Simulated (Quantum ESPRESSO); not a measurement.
Runs of Quantum ESPRESSO 7.5 on GeCN2. The structure is trigonal, space group R-3m (No. 166). The conventional cell has a = 3.588 Å, b = 3.588 Å, c = 14.766 Å, α = 90.00°, β = 90.00°, γ = 120.00°. Ge (site symmetry -3m) is surrounded by 6 N at 2.40 Å. N (site symmetry 3m) has 1 C at 1.24 Å as nearest neighbours. Around C (site symmetry -3m) lie 2 N at 1.24 Å. The cell comes from a database or a generator and needn't be the stable form of this composition.

```csv
task,level,potentials or basis,cell,cutoff (eV),form of the LDA correlation,gap on the mesh (eV),pressure (GPa),V0 of scaled cells (Å³/atom),B0 (GPa),largest force (eV/Å)
equation of state,LDA,GBRV 1.5 LDA,as given,612,PZ81,-,-,(b),146,-
single point,PBEsol,GBRV 1.5 PBEsol,as given,612,-,1.01,-3.2,-,-,0.17
equation of state,PBEsol,GBRV 1.5 PBEsol,as given,612,-,-,-,13.41,(a),-
band structure,LDA,GBRV 1.5 LDA,as given,612,PZ81,0.97,-6.6,-,-,0.24
single point,PBEsol,GBRV 1.5 PBEsol,"atoms moved at random, drawn with an rms of 0.05 Å",612,-,1.09,4.4,-,-,5.96
single point,PBE,SSSP 1.3 efficiency PBE,as given,816,-,1.12,(c),-,-,0.03
band structure,PBEsol,GBRV 1.5 PBEsol,as given,612,-,1.01,-3.2,-,-,0.17
```

Alike in all rows: no spin polarisation; k mesh 9 × 9 × 9; smearing fermi-dirac 0.05 eV.

Task: Fill in the values left out.

Result: (a) 138; (b) 13.07; (c) -0.3.

Caveats: an odd mesh through Γ misses points on the zone boundary, where band edges often lie (some runs); the cell was scaled at fixed shape and fractional positions, which overstates the stiffness of a crystal with free parameters, most of all of layers and chains (some runs).

A k mesh can miss the band edges, and the runs leave out spin-orbit coupling on Ge.
